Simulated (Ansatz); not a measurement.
# [SmCl6]3-: rung by rung

Aim: run the sextet of [SmCl6]3- at one geometry on many levels, and compare frontier levels, spin and run time.

Computed with Ansatz 0.2.0, Gaussian basis. Level: as each input shows.

Plan: PBE-D4/def2-TZVP, r2SCAN-D4/def2-TZVP, HF/def2-TZVP, HSE06-D4/def2-TZVP, PBE-D4/def2-SVP, PBE0-D4/def2-SVP, MP2/def2-TZVP, RPA/def2-TZVP.

### 1 The structure

The sextet was relaxed beforehand with PBE-D4/def2-SVP.

7 atoms, charge -3, spin multiplicity 6.

Atoms are counted from 1 here; the program's logs count them from 0.

Bond lengths: Sm1–Cl2 2.785 Å, Sm1–Cl3 2.785 Å, Sm1–Cl4 2.805 Å, Sm1–Cl5 2.805 Å, Sm1–Cl6 2.785 Å, Sm1–Cl7 2.785 Å. Angles: Cl2–Sm1–Cl3 180.0°, Cl2–Sm1–Cl4 90.0°, Cl2–Sm1–Cl5 90.0°, Cl2–Sm1–Cl6 90.0°, Cl2–Sm1–Cl7 90.0°, Cl3–Sm1–Cl4 90.0°, Cl3–Sm1–Cl5 90.0°, Cl3–Sm1–Cl6 90.0°, Cl3–Sm1–Cl7 90.0°, Cl4–Sm1–Cl5 180.0°, Cl4–Sm1–Cl6 90.0°, Cl4–Sm1–Cl7 90.0°, Cl5–Sm1–Cl6 90.0°, Cl5–Sm1–Cl7 90.0°, Cl6–Sm1–Cl7 180.0°.

Sm takes a core potential in the def2 sets. No spin-orbit coupling is included. The ion is computed in the gas phase, without counter-ions or solvent.

PBE0-D4/def2-TZVP was run before; its log isn't repeated, and its numbers join the tables.

### 2 PBE-D4/def2-TZVP

start.molden holds the orbitals of an earlier run on this state, given as this run's starting guess.

in.yaml reads:

```yaml
crystal:
  periodic: [false, false, false]
  atoms:
    - {symbol: Sm, position_ang: [-0.000008, 0.000008, 0.000010]}
    - {symbol: Cl, position_ang: [-0.020969, -0.003019, 2.785159]}
    - {symbol: Cl, position_ang: [0.020936, 0.003248, -2.785173]}
    - {symbol: Cl, position_ang: [2.804815, 0.009870, 0.021093]}
    - {symbol: Cl, position_ang: [-2.804767, -0.010075, -0.021114]}
    - {symbol: Cl, position_ang: [-0.009921, 2.785206, 0.002946]}
    - {symbol: Cl, position_ang: [0.009925, -2.785249, -0.002932]}
basis:
  gaussian: {orbitals: def2-TZVP, initial_orbitals: start.molden}
total_charge: -3
magnetization: {spin_polarized: true, initial_magnetization: 5}
hamiltonian: {xc: pbe, dispersion: d4}
scf: {omitted_lower_state_checks: [starts]}
output: {forces: true, orbitals: {seedname: orbitals}}
```

Launch:

```
$ ansatz run in.yaml --threads 4 --pin off --events-out ev --progress --plain --max-ram 6963MiB
```

After this run come: r2SCAN-D4/def2-TZVP; HF/def2-TZVP; HSE06-D4/def2-TZVP; PBE-D4/def2-SVP; PBE0-D4/def2-SVP; MP2/def2-TZVP; RPA/def2-TZVP.

Q: Predict the results of all the runs planned. Wanted: gap in def2-TZVP, named functionals and Hartree-Fock, smallest and largest; correlation energy, MP2/def2-TZVP; ⟨S²⟩ in def2-TZVP, named functionals and Hartree-Fock, smallest and largest; PBE0 total energy, smallest basis above largest.

**Answer**, as computed:

```
                                                                   quantity                            value
 gap in def2-TZVP, named functionals and Hartree-Fock, smallest and largest  0.67 eV (PBE-D4), 11.68 eV (HF)
                                          correlation energy, MP2/def2-TZVP                        -55.83 eV
⟨S²⟩ in def2-TZVP, named functionals and Hartree-Fock, smallest and largest                     8.756, 8.885
                            PBE0 total energy, smallest basis above largest   27.20 eV (def2-SVP, def2-TZVP)
```

**Reading.** Orbital gaps of the named functionals and Hartree-Fock in def2-TZVP span 0.67 eV (PBE-D4) to 11.68 eV (HF); exact exchange widens it. Over the named functionals and Hartree-Fock in def2-TZVP spin contamination reaches 0.13 (PBE-D4). PBE-D4, r2SCAN-D4, PBE0-D4, HSE06-D4 put the HOMO above zero; others here keep it below zero, so the sign hangs on the functional's self-interaction and doesn't show that the species is unbound.
